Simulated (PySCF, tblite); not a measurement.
# C4H12OSi: geometry, infrared bands and NMR shifts

Wanted: the infrared bands and NMR shifts of C4H12OSi (`CCCCO[SiH3]`), by calculation.

Computed with tblite 0.8.0 and PySCF 2.14.0, with density-fitted response routines of our own, on a single molecule in the gas phase. Atoms are numbered from 0 throughout.

### 1 The molecule as given

18 atoms, charge 0, multiplicity 1; geometry from: force field or distance geometry start.

Bonds of the start (Å): C0–C1 1.52, C1–C2 1.51, C2–C3 1.51, C3–O4 1.39, O4–Si5 1.70, C0–H6 1.12, C0–H7 1.09, C0–H8 1.09, C1–H9 1.10, C1–H10 1.11, C2–H11 1.10, C2–H12 1.14, C3–H13 1.09, C3–H14 1.12, Si5–H15 1.49, Si5–H16 1.46, Si5–H17 1.49.

### 2 Relaxing the molecule with GFN2-xTB

What the job is given:

```
{"job": {"kind": "relax", "xc": "GFN2-xTB", "basis": "xTB"}, "charge": 0, "multiplicity": 1}
C     -2.861000    -0.256300     0.104900
C     -1.442800    -0.154700    -0.434000
C     -0.600800     0.298000     0.740600
C      0.860200     0.471900     0.422300
O      1.450900    -0.723800     0.017300
Si     3.091000    -0.403400    -0.295100
H     -2.750300    -0.493400     1.195900
H     -3.449200    -1.041000    -0.377600
H     -3.344900     0.723000     0.045600
H     -1.384800     0.535900    -1.283200
H     -1.122900    -1.180500    -0.693400
H     -0.743900    -0.295300     1.660500
H     -0.966900     1.337900     1.025700
H      1.081800     1.226500    -0.328800
H      1.348900     0.788000     1.378400
H      3.939100    -1.618400    -0.133600
H      3.361500     0.214400    -1.589100
H      3.525600     0.577400     0.737600
```

On the command line:

```console
$ OMP_NUM_THREADS=1 python probes_run.py task.json out
```

This one command runs all jobs of the session in turn.

**Question.** This job is followed by: GFN2-xTB harmonic vibrations, gas phase; GIAO PBE0/pcSseg-1 NMR shielding, non-relativistic, gas phase. Predict these results of the whole session: strongest single infrared mode (GFN2-xTB); zero-point energy (GFN2-xTB); ¹³C shifts against TMS (PBE0/pcSseg-1); ¹H shifts against TMS (PBE0/pcSseg-1, means over atoms taken as alike); ¹⁷O shifts against H2O (PBE0/pcSseg-1); ²⁹Si shifts against TMS (PBE0/pcSseg-1).

As calculated:

```
                                                              quantity                             value
                             strongest single infrared mode (GFN2-xTB)             2202 cm⁻¹, 412 km/mol
                                          zero-point energy (GFN2-xTB)                     93.8 kcal/mol
                                ¹³C shifts against TMS (PBE0/pcSseg-1)        68.9, 39.6, 24.5, 16.9 ppm
¹H shifts against TMS (PBE0/pcSseg-1, means over atoms taken as alike)  4.89, 3.79, 1.51, 1.42, 1.06 ppm
                                ¹⁷O shifts against H2O (PBE0/pcSseg-1)                          16.4 ppm
                               ²⁹Si shifts against TMS (PBE0/pcSseg-1)                         -37.9 ppm
```

In words: Relaxing lowered the energy by 0.787 eV in 95 steps; the close pair that moved most is O4–Si5, from 1.700 to 1.616 Å. No mode is imaginary among the 48: a minimum at this level. The strongest single mode, at 2202 cm⁻¹, moves mainly H16 and H17. Unscaled tight-binding wavenumbers are off by several per cent, some by more. Its intensities can rank the bands wrongly. C3 (sp3 CH2 bonded to O) lies farthest downfield among carbon, at 68.9 ppm; deshielded by the electronegative neighbour. At PBE0/pcSseg-1: Shielding is most anisotropic at Si5 (span 133 ppm, paramagnetic term -494 ppm).
